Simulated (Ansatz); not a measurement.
**C₄H₁₁AlO: a spread of methods and bases**

How do the results and run time of C₄H₁₁AlO respond when the settings are drawn wide?

Computed with Ansatz 0.2.0, Gaussian basis. Level: the settings change from run to run.

1 further run of the same task is left out (it didn't finish). Runs told in other sessions of the task aren't counted.

## (1) The relaxed structure

The geometry comes from an earlier relaxation with PBE0-D4 in a triple-zeta def2 set; it is a stationary point, not always the lowest conformer.

SMILES `[AlH3-][O+]1CCCC1`, 17 atoms, charge 0, spin multiplicity 1.

Atoms are counted from 1 here; the program's logs count them from 0.

Bond lengths: Al1–O2 1.965 Å, Al1–H7 1.608 Å, Al1–H8 1.600 Å, Al1–H9 1.600 Å, O2–C3 1.439 Å, O2–C6 1.439 Å, C3–C4 1.521 Å, C3–H10 1.088 Å, C3–H11 1.095 Å, C4–C5 1.543 Å, C4–H12 1.090 Å, C4–H13 1.090 Å, C5–C6 1.521 Å, C5–H14 1.090 Å, C5–H15 1.090 Å, C6–H16 1.088 Å, C6–H17 1.095 Å. Angles: O2–Al1–H7 98.6°, O2–Al1–H8 99.3°, O2–Al1–H9 99.3°, H7–Al1–H8 116.8°, H7–Al1–H9 116.7°, H8–Al1–H9 119.2°, Al1–O2–C3 118.9°, Al1–O2–C6 118.9°, C3–O2–C6 106.2°, O2–C3–C4 104.2°, O2–C3–H10 107.1°, O2–C3–H11 108.3°, C4–C3–H10 115.2°, C4–C3–H11 112.3°, H10–C3–H11 109.3°, C3–C4–C5 104.4°, C3–C4–H12 111.0°, C3–C4–H13 110.6° and more.

## (2) B2PLYP/cc-pVDZ

Set apart from the defaults: atoms shaken by 0.03 Å.

File in.yaml:

```yaml
crystal:
  periodic: [false, false, false]
  atoms:
    - {symbol: Al, position_ang: [-0.337334, 0.437628, 2.503486]}
    - {symbol: O, position_ang: [-0.373339, 0.139364, 0.498617]}
    - {symbol: C, position_ang: [-0.071567, -1.155208, -0.011764]}
    - {symbol: C, position_ang: [-0.113317, -0.986957, -1.495822]}
    - {symbol: C, position_ang: [0.190468, 0.546032, -1.669139]}
    - {symbol: C, position_ang: [0.401520, 1.070303, -0.300100]}
    - {symbol: H, position_ang: [1.272482, 0.133503, 2.772467]}
    - {symbol: H, position_ang: [-0.774064, 1.968149, 2.557799]}
    - {symbol: H, position_ang: [-1.345282, -0.725644, 2.930903]}
    - {symbol: H, position_ang: [-0.844868, -1.789587, 0.422160]}
    - {symbol: H, position_ang: [0.966783, -1.492342, 0.348380]}
    - {symbol: H, position_ang: [0.604182, -1.626003, -1.958642]}
    - {symbol: H, position_ang: [-1.143851, -1.175564, -1.895356]}
    - {symbol: H, position_ang: [-0.699512, 1.006757, -2.184710]}
    - {symbol: H, position_ang: [1.044314, 0.649018, -2.344513]}
    - {symbol: H, position_ang: [-0.128516, 2.089426, -0.113053]}
    - {symbol: H, position_ang: [1.434547, 1.045755, 0.078103]}
basis:
  gaussian: {orbitals: cc-pVDZ}
hamiltonian: {xc: {name: B2PLYP}}
output: {forces: true}
```

On the command line:

```bash
$ ansatz run in.yaml --threads 4 --pin off --events-out ev --progress --plain --max-ram 11315MiB
```

Log, cut to the lines that bear on the results:

```text
Functional definition: B2PLYP
  name "B2PLYP"
  cite "Grimme, J. Chem. Phys. 124, 034108 (2006) doi:10.1063/1.2148954"
  cite "Becke, Phys. Rev. A 38, 3098 (1988) doi:10.1103/PhysRevA.38.3098"
  cite "Lee, Yang & Parr, Phys. Rev. B 37, 785 (1988) doi:10.1103/PhysRevB.37.785"
[...]
1304 factors; integrals over basis functions are off by at most 1.1e-3 eV
[...]
mean field -12953.20848748 eV, -476.0216319147 hartree, gradient 4.4e-6 eV, S^2 0.000000; 0 other end points of the search recorded, 0 dependent functions left out
10 core orbitals not correlated: weight in the atoms' cores, before any rotation towards them, 1.000 or more for the frozen orbitals, at most 0.000 for the correlated occupied ones
reference -12953.20868642 eV, -476.0216392258 hartree; 18, 18 occupied and 115, 115 virtual orbitals, 1304 factors
second order -27.65562688 eV of doubles, -0.00000000 eV of singles
[...]
Total energy: -12960.67570568 eV, -476.2960471222 hartree
Atom 0 at    -0.337334     0.437628     2.503486 Å, force     0.573744    -0.239178     0.176793 eV/Å
Atom 1 at    -0.373339     0.139364     0.498617 Å, force     0.100439     0.616267     0.924348 eV/Å
Atom 2 at    -0.071567    -1.155208    -0.011764 Å, force     0.889767    -1.106249     1.130266 eV/Å
Atom 3 at    -0.113317    -0.986957    -1.495822 Å, force    -1.472305     1.035741    -0.271063 eV/Å
Atom 4 at     0.190468     0.546032    -1.669139 Å, force    -0.641219    -0.751987    -2.270077 eV/Å
Atom 5 at     0.401520     1.070303    -0.300100 Å, force    -1.426972     2.073033     1.164717 eV/Å
Atom 6 at     1.272482     0.133503     2.772467 Å, force    -0.554179     0.112843    -0.133632 eV/Å
Atom 7 at    -0.774064     1.968149     2.557799 Å, force    -0.065404     0.035378    -0.017181 eV/Å
Atom 8 at    -1.345282    -0.725644     2.930903 Å, force    -0.038825     0.037134     0.014172 eV/Å
Atom 9 at    -0.844868    -1.789587     0.422160 Å, force     0.042162    -0.443480    -0.009584 eV/Å
Atom 10 at     0.966783    -1.492342     0.348380 Å, force    -1.188237     0.426467    -0.283238 eV/Å
Atom 11 at     0.604182    -1.626003    -1.958642 Å, force     0.636583    -0.617832    -0.750424 eV/Å
Atom 12 at    -1.143851    -1.175564    -1.895356 Å, force     0.763399    -0.159013     0.198880 eV/Å
Atom 13 at    -0.699512     1.006757    -2.184710 Å, force     0.779638    -0.127106     0.540713 eV/Å
Atom 14 at     1.044314     0.649018    -2.344513 Å, force     0.226857     0.378015     0.019882 eV/Å
Atom 15 at    -0.128516     2.089426    -0.113053 Å, force     1.304471    -1.477575    -0.265601 eV/Å
Atom 16 at     1.434547     1.045755     0.078103 Å, force     0.070080     0.207542    -0.168974 eV/Å
Dipole moment:     0.163078    -0.181933    -1.164790 e Å
```

It took 4.3 s on 4 threads of Intel Xeon 6975P-C, shared host; peak memory 0.53 GiB.

Largest force 2.773 eV/Å, dipole 5.72 D.

## (3) BHLYP/aug-cc-pVDZ

Options: charge -1, multiplicity 2, restricted open-shell orbitals, density fitting with def2-universal-jkfit, D3(BJ) with three-body dispersion, high accuracy.

File in.yaml:

```yaml
crystal:
  periodic: [false, false, false]
  atoms:
    - {symbol: Al, position_ang: [-0.327645, 0.401945, 2.489224]}
    - {symbol: O, position_ang: [-0.357921, 0.145184, 0.541098]}
    - {symbol: C, position_ang: [-0.094187, -1.164637, 0.007773]}
    - {symbol: C, position_ang: [-0.136740, -0.969364, -1.499551]}
    - {symbol: C, position_ang: [0.181633, 0.526266, -1.702204]}
    - {symbol: C, position_ang: [0.361062, 1.071176, -0.293022]}
    - {symbol: H, position_ang: [1.234229, 0.119480, 2.745895]}
    - {symbol: H, position_ang: [-0.804704, 1.927590, 2.556801]}
    - {symbol: H, position_ang: [-1.346727, -0.754448, 2.918177]}
    - {symbol: H, position_ang: [-0.854376, -1.831852, 0.409351]}
    - {symbol: H, position_ang: [0.892377, -1.486312, 0.358086]}
    - {symbol: H, position_ang: [0.581240, -1.620695, -1.997868]}
    - {symbol: H, position_ang: [-1.126587, -1.206446, -1.889621]}
    - {symbol: H, position_ang: [-0.642963, 1.028618, -2.207890]}
    - {symbol: H, position_ang: [1.081030, 0.684114, -2.297409]}
    - {symbol: H, position_ang: [-0.068676, 2.055932, -0.120132]}
    - {symbol: H, position_ang: [1.410052, 1.073350, 0.021490]}
basis:
  gaussian: {orbitals: aug-cc-pVDZ, fitting: {mean_field: def2-universal-jkfit}}
total_charge: -1
magnetization: {spin_polarized: false, initial_magnetization: 1}
hamiltonian: {xc: {name: BHLYP}, dispersion: d3bjatm}
accuracy: high
output: {forces: true}
```

The command is unchanged.

Log, cut to the lines that bear on the results:

```text
Functional definition: BHLYP
  name "BHLYP"
  cite "Becke, J. Chem. Phys. 98, 1372 (1993) doi:10.1063/1.464304"
  cite "Becke, Phys. Rev. A 38, 3098 (1988) doi:10.1103/PhysRevA.38.3098"
  cite "Lee, Yang & Parr, Phys. Rev. B 37, 785 (1988) doi:10.1103/PhysRevB.37.785"
[...]
703 factors; integrals over basis functions are off by at most 3.7e-1 eV
[...]
mean field -12967.61646993 eV, -476.5511155037 hartree, gradient 8.4e-8 eV, S^2 0.750000; 11 other end points of the search recorded, 0 dependent functions left out
[...]
reference -12967.61649133 eV, -476.5511162901 hartree; 29, 28 occupied and 212, 213 virtual orbitals, 703 factors
Total energy: -12968.12733130 eV, -476.5698893130 hartree
Atom 0 at    -0.327645     0.401945     2.489224 Å, force     0.038153    -0.059017    -0.357004 eV/Å
[...]
Atom 7 at    -0.804704     1.927590     2.556801 Å, force     0.008288    -0.040564     0.120744 eV/Å
Atom 8 at    -1.346727    -0.754448     2.918177 Å, force     0.026923     0.064365     0.106838 eV/Å
Atom 9 at    -0.854376    -1.831852     0.409351 Å, force    -0.007088     0.034198    -0.050204 eV/Å
Atom 10 at     0.892377    -1.486312     0.358086 Å, force    -0.099634     0.074387    -0.056786 eV/Å
Atom 11 at     0.581240    -1.620695    -1.997868 Å, force     0.014980     0.017602    -0.011700 eV/Å
Atom 12 at    -1.126587    -1.206446    -1.889621 Å, force     0.017359     0.002220     0.009258 eV/Å
Atom 13 at    -0.642963     1.028618    -2.207890 Å, force     0.014607    -0.004219     0.008804 eV/Å
Atom 14 at     1.081030     0.684114    -2.297409 Å, force     0.004781    -0.025340    -0.004723 eV/Å
Atom 15 at    -0.068676     2.055932    -0.120132 Å, force    -0.022664    -0.041500    -0.040328 eV/Å
Atom 16 at     1.410052     1.073350     0.021490 Å, force    -0.121461    -0.042698    -0.040963 eV/Å
Dipole moment:    -0.257982     0.224043     1.281829 e Å
```

Wall time 27 s (4 threads of Intel Xeon 6975P-C, shared host); peak memory 0.99 GiB.

Largest force 0.364 eV/Å.

## (4) B3LYP/cc-pVTZ

Options: finite nuclei, D3(BJ) with three-body dispersion.

Edit in.yaml of step 3 so:

```diff
@@ -21,7 +21,4 @@
 basis:
-  gaussian: {orbitals: aug-cc-pVDZ, fitting: {mean_field: def2-universal-jkfit}}
-total_charge: -1
-magnetization: {spin_polarized: false, initial_magnetization: 1}
-hamiltonian: {xc: {name: BHLYP}, dispersion: d3bjatm}
-accuracy: high
+  gaussian: {orbitals: cc-pVTZ, nuclear_model: gaussian}
+hamiltonian: {xc: {name: B3LYP}, dispersion: d3bjatm}
 output: {forces: true}
```

Launched as before.

Log, cut to the lines that bear on the results:

```text
Functional definition: B3LYP
  name "B3LYP"
  cite "Stephens, Devlin, Chabalowski & Frisch, J. Phys. Chem. 98, 11623 (1994) doi:10.1021/j100096a001"
  cite "Becke, Phys. Rev. A 38, 3098 (1988) doi:10.1103/PhysRevA.38.3098"
  cite "Lee, Yang & Parr, Phys. Rev. B 37, 785 (1988) doi:10.1103/PhysRevB.37.785"
  cite "Vosko, Wilk & Nusair, Can. J. Phys. 58, 1200 (1980) doi:10.1139/p80-159"
[...]
1768 factors; their error is unknown
[...]
mean field -12974.57426949 eV, -476.8068099216 hartree, gradient 2.1e-5 eV, S^2 0.000000; 0 other end points of the search recorded, 0 dependent functions left out
[...]
reference -12974.57460051 eV, -476.8068220861 hartree; 28, 28 occupied and 310, 310 virtual orbitals, 1768 factors
Total energy: -12975.23484730 eV, -476.8310857083 hartree
Atom 0 at    -0.327645     0.401945     2.489224 Å, force    -0.015326     0.020883     0.154902 eV/Å
[...]
Atom 7 at    -0.804704     1.927590     2.556801 Å, force     0.018229    -0.053444     0.002261 eV/Å
Atom 8 at    -1.346727    -0.754448     2.918177 Å, force     0.035136     0.041857    -0.010384 eV/Å
Atom 9 at    -0.854376    -1.831852     0.409351 Å, force     0.075541     0.053445    -0.036651 eV/Å
Atom 10 at     0.892377    -1.486312     0.358086 Å, force    -0.077807     0.020148    -0.025389 eV/Å
Atom 11 at     0.581240    -1.620695    -1.997868 Å, force    -0.052836     0.040626     0.027247 eV/Å
Atom 12 at    -1.126587    -1.206446    -1.889621 Å, force     0.069124     0.010134     0.023595 eV/Å
Atom 13 at    -0.642963     1.028618    -2.207890 Å, force     0.060866    -0.030290     0.029931 eV/Å
Atom 14 at     1.081030     0.684114    -2.297409 Å, force    -0.063748    -0.007945     0.033502 eV/Å
Atom 15 at    -0.068676     2.055932    -0.120132 Å, force     0.047453    -0.085769    -0.017584 eV/Å
Atom 16 at     1.410052     1.073350     0.021490 Å, force    -0.080971     0.005271    -0.024299 eV/Å
Dipole moment:     0.185924    -0.200086    -1.204013 e Å
```

It took 5.5 s on 4 threads of Intel Xeon 6975P-C, shared host; peak memory 1.4 GiB.

Largest force 0.478 eV/Å, dipole 5.93 D.

## (5) r2SCAN50/pcseg-2

This run has D3(BJ) dispersion.

Edit in.yaml of step 4 so:

```diff
@@ -21,4 +21,4 @@
 basis:
-  gaussian: {orbitals: cc-pVTZ, nuclear_model: gaussian}
-hamiltonian: {xc: {name: B3LYP}, dispersion: d3bjatm}
+  gaussian: {orbitals: pcseg-2}
+hamiltonian: {xc: {name: r2SCAN50}, dispersion: d3bj}
 output: {forces: true}
```

The command is unchanged.

Log, cut to the lines that bear on the results:

```text
Warning: the engine holds no damping parameters fitted to this dispersion correction and functional, so the run takes those fitted to r2scan50 beside the three-body term, which d3bj leaves out (hamiltonian.dispersion, under Limitations)
Functional definition: r2SCAN50
  name "r2SCAN50"
  cite "Bursch, Neugebauer, Ehlert & Grimme, J. Chem. Phys. 156, 134105 (2022) doi:10.1063/5.0086040"
  cite "Furness, Kaplan, Ning, Perdew & Sun, J. Phys. Chem. Lett. 11, 8208 (2020) doi:10.1021/acs.jpclett.0c02405"
  cite "Furness, Kaplan, Ning, Perdew & Sun, J. Phys. Chem. Lett. 11, 9248 (2020) doi:10.1021/acs.jpclett.0c03077"
  parent r2scan
[...]
1791 factors; their error is unknown
[...]
mean field -12967.87451853 eV, -476.5605986151 hartree, gradient 6.8e-5 eV, S^2 0.000000; 0 other end points of the search recorded, 0 dependent functions left out
[...]
reference -12967.87453020 eV, -476.5605990438 hartree; 28, 28 occupied and 310, 310 virtual orbitals, 1791 factors
[...]
Atom 6 at     1.234229     0.119480     2.745895 Å, force    -0.176094     0.033385    -0.033210 eV/Å
Atom 7 at    -0.804704     1.927590     2.556801 Å, force     0.062904    -0.176806    -0.002737 eV/Å
Atom 8 at    -1.346727    -0.754448     2.918177 Å, force     0.123120     0.133267    -0.044320 eV/Å
Atom 9 at    -0.854376    -1.831852     0.409351 Å, force     0.254943     0.234601    -0.144507 eV/Å
Atom 10 at     0.892377    -1.486312     0.358086 Å, force    -0.336223     0.145693    -0.115795 eV/Å
Atom 11 at     0.581240    -1.620695    -1.997868 Å, force    -0.230123     0.217760     0.171155 eV/Å
Atom 12 at    -1.126587    -1.206446    -1.889621 Å, force     0.322214     0.087313     0.142472 eV/Å
Atom 13 at    -0.642963     1.028618    -2.207890 Å, force     0.265951    -0.168186     0.181756 eV/Å
Atom 14 at     1.081030     0.684114    -2.297409 Å, force    -0.291559    -0.055923     0.204577 eV/Å
Atom 15 at    -0.068676     2.055932    -0.120132 Å, force     0.139345    -0.342761    -0.065049 eV/Å
Atom 16 at     1.410052     1.073350     0.021490 Å, force    -0.371247    -0.031399    -0.094768 eV/Å
Dipole moment:     0.198804    -0.205918    -1.228222 e Å
```

Wall time 7 s (4 threads of Intel Xeon 6975P-C, shared host); peak memory 1.4 GiB.

Largest force 0.504 eV/Å, dipole 6.06 D.

## (6) wB97M-V/6-31++G**

Set apart from the defaults: charge -1, multiplicity 2.

Edit in.yaml of step 5 so:

```diff
@@ -21,4 +21,5 @@
 basis:
-  gaussian: {orbitals: pcseg-2}
-hamiltonian: {xc: {name: r2SCAN50}, dispersion: d3bj}
-output: {forces: true}
+  gaussian: {orbitals: "6-31++G**"}
+total_charge: -1
+magnetization: {spin_polarized: true, initial_magnetization: 1}
+hamiltonian: {xc: {name: wB97M-V}}
```

The command is unchanged.

Log, cut to the lines that bear on the results:

```text
Functional definition: wB97M-V
  name "wB97M-V"
  cite "Mardirossian & Head-Gordon, J. Chem. Phys. 144, 214110 (2016) doi:10.1063/1.4952647"
  cite "Becke, J. Chem. Phys. 107, 8554 (1997) doi:10.1063/1.475007"
  cite "Vydrov & Van Voorhis, J. Chem. Phys. 133, 244103 (2010) doi:10.1063/1.3521275"
  # Of w^i u^j: cxij and so on, Table III.
[...]
  gx(w, u) = 1 - cx + cx01*u + cx10*w
  gss(w, u) = css00 + css04*u^4 + css10*w + css20*w^2 + css43*w^4*u^3
  gos(w, u) = cos00 + cos10*w + (cos20 + cos21*u)*w^2 + (cos60 + cos61*u)*w^6
[...]
      + integral(e_c_pw_mod_opposite_spin*gos(b97_w_opposite, b97_u_opposite)) + vv10(b, c)
1845 factors; their error is unknown
473 factors; integrals over basis functions are off by at most 2.2e-5 eV
[...]
mean field -12966.91442308 eV, -476.5253157578 hartree, gradient 4.0e-5 eV, S^2 0.750210; 6 other end points of the search recorded, 0 dependent functions left out
reference -12966.91447691 eV, -476.5253177360 hartree; 29, 28 occupied and 155, 156 virtual orbitals, 1845 factors
Total energy: -12966.91447691 eV, -476.5253177360 hartree
```

Wall time 18 s (4 threads of Intel Xeon 6975P-C, shared host); peak memory 1.2 GiB.

⟨S²⟩ 0.750.

## (7) PBE0/cc-pVTZ-DK

Options: multiplicity 3, a grid of angular degree 47, D3(BJ) with three-body dispersion, high accuracy.

Edit in.yaml of step 6 so:

```diff
@@ -21,5 +21,5 @@
 basis:
-  gaussian: {orbitals: "6-31++G**"}
-total_charge: -1
-magnetization: {spin_polarized: true, initial_magnetization: 1}
-hamiltonian: {xc: {name: wB97M-V}}
+  gaussian: {orbitals: cc-pVTZ-DK, final_grid: {core_spheres: 20, valence_spheres: 16, degree: 47}}
+magnetization: {spin_polarized: true, initial_magnetization: 2}
+hamiltonian: {xc: {name: PBE0}, dispersion: d3bjatm}
+accuracy: high
```

Same command.

Log, cut to the lines that bear on the results:

```text
Functional definition: PBE0
  name "PBE0"
  cite "Adamo & Barone, J. Chem. Phys. 110, 6158 (1999) doi:10.1063/1.478522"
  cite "Perdew, Burke & Ernzerhof, Phys. Rev. Lett. 77, 3865 (1996) doi:10.1103/PhysRevLett.77.3865"
  parent pbe
[...]
6242 factors; integrals over basis functions are off by at most 2.6e-8 eV
[...]
mean field -12971.88814734 eV, -476.7080967530 hartree, gradient 8.7e-8 eV, S^2 2.007768; 5 other end points of the search recorded, 0 dependent functions left out
reference -12971.88815132 eV, -476.7080968995 hartree; 29, 27 occupied and 309, 311 virtual orbitals, 6242 factors
Total energy: -12972.22327884 eV, -476.7204126085 hartree
Relativity: scalar
```

Wall time 59 s (4 threads of Intel Xeon 6975P-C, shared host); peak memory 4.6 GiB.

⟨S²⟩ 2.008.

## (8) wB97M-V/6-31G

Options: atoms shaken by 0.08 Å, density fitting with def2-universal-jkfit.

File in.yaml:

```yaml
crystal:
  periodic: [false, false, false]
  atoms:
    - {symbol: Al, position_ang: [-0.426228, 0.407534, 2.555242]}
    - {symbol: O, position_ang: [-0.324156, 0.133922, 0.493901]}
    - {symbol: C, position_ang: [0.014989, -1.111052, -0.078090]}
    - {symbol: C, position_ang: [-0.198939, -1.010882, -1.520467]}
    - {symbol: C, position_ang: [-0.001371, 0.609676, -1.756325]}
    - {symbol: C, position_ang: [0.314811, 1.154194, -0.486240]}
    - {symbol: H, position_ang: [1.167222, 0.028193, 2.821877]}
    - {symbol: H, position_ang: [-0.796797, 1.912022, 2.517744]}
    - {symbol: H, position_ang: [-1.244851, -0.706416, 3.013894]}
    - {symbol: H, position_ang: [-0.861926, -1.926345, 0.430640]}
    - {symbol: H, position_ang: [1.029608, -1.434863, 0.252138]}
    - {symbol: H, position_ang: [0.683066, -1.658738, -2.056347]}
    - {symbol: H, position_ang: [-1.195796, -1.208235, -1.880674]}
    - {symbol: H, position_ang: [-0.627289, 0.995523, -2.210537]}
    - {symbol: H, position_ang: [1.045196, 0.669223, -2.253062]}
    - {symbol: H, position_ang: [-0.077217, 1.997702, -0.188214]}
    - {symbol: H, position_ang: [1.415276, 1.139778, 0.006925]}
basis:
  gaussian: {orbitals: 6-31G, fitting: {mean_field: def2-universal-jkfit}}
hamiltonian: {xc: {name: wB97M-V}}
```

Launched as before.

Log, cut to the lines that bear on the results:

```text
Functional definition: wB97M-V
  name "wB97M-V"
  cite "Mardirossian & Head-Gordon, J. Chem. Phys. 144, 214110 (2016) doi:10.1063/1.4952647"
  cite "Becke, J. Chem. Phys. 107, 8554 (1997) doi:10.1063/1.475007"
  cite "Vydrov & Van Voorhis, J. Chem. Phys. 133, 244103 (2010) doi:10.1063/1.3521275"
  # Of w^i u^j: cxij and so on, Table III.
[...]
  gx(w, u) = 1 - cx + cx01*u + cx10*w
  gss(w, u) = css00 + css04*u^4 + css10*w + css20*w^2 + css43*w^4*u^3
  gos(w, u) = cos00 + cos10*w + (cos20 + cos21*u)*w^2 + (cos60 + cos61*u)*w^6
[...]
      + integral(e_c_pw_mod_opposite_spin*gos(b97_w_opposite, b97_u_opposite)) + vv10(b, c)
703 factors; integrals over basis functions are off by at most 9.3e-2 eV
703 factors; integrals over basis functions are off by at most 4.1e-7 eV
[...]
mean field -12960.98538304 eV, -476.3074275553 hartree, gradient 4.1e-5 eV, S^2 0.000000; 0 other end points of the search recorded, 0 dependent functions left out
reference -12960.98543942 eV, -476.3074296271 hartree; 28, 28 occupied and 52, 52 virtual orbitals, 703 factors
Total energy: -12960.98543942 eV, -476.3074296271 hartree
```

Run time: 2.5 s. Hardware: 4 threads of Intel Xeon 6975P-C, shared host; peak memory 0.33 GiB.

## (9) All runs side by side

| level | charge | multiplicity | geometry | functions | energy (eV) | time |
| --- | --- | --- | --- | --- | --- | --- |
| B2PLYP/cc-pVDZ | 0 | 1 | shaken | 143 | -12960.676 | 4.3 s |
| BHLYP/aug-cc-pVDZ | -1 | 2 | relaxed | 241 | -12968.127 | 27 s |
| B3LYP/cc-pVTZ | 0 | 1 | relaxed | 338 | -12975.235 | 5.5 s |
| r2SCAN50/pcseg-2 | 0 | 1 | relaxed | 338 | -12968.016 | 7 s |
| wB97M-V/6-31++G** | -1 | 2 | relaxed | 184 | -12966.914 | 18 s |
| PBE0/cc-pVTZ-DK | 0 | 3 | relaxed | 338 | -12972.223 | 59 s |
| wB97M-V/6-31G | 0 | 1 | shaken | 80 | -12960.985 | 2.5 s |

## (10) What came out

| quantity | value |
| --- | --- |
| runs | 7 |
| quickest | wB97M-V/6-31G, 2.5 s |
| slowest | PBE0/cc-pVTZ-DK, 59 s |
| spread of total energies, same state and geometry | 7.2 eV |
| dipole, same state and geometry | 5.93 to 6.06 D |

PBE0/cc-pVTZ-DK took 24 times as long as wB97M-V/6-31G. The jobs differ in tasks and options as well as level. Total energies at one charge and spin differ by 7 eV between levels, so only differences within one level mean anything. At the PBE0-D4/def2-TZVP geometry and in the same state, the sound runs without point charges leave forces up to 0.50 eV/Å (r2SCAN50/pcseg-2), against 2.8 eV/Å where the atoms were moved.
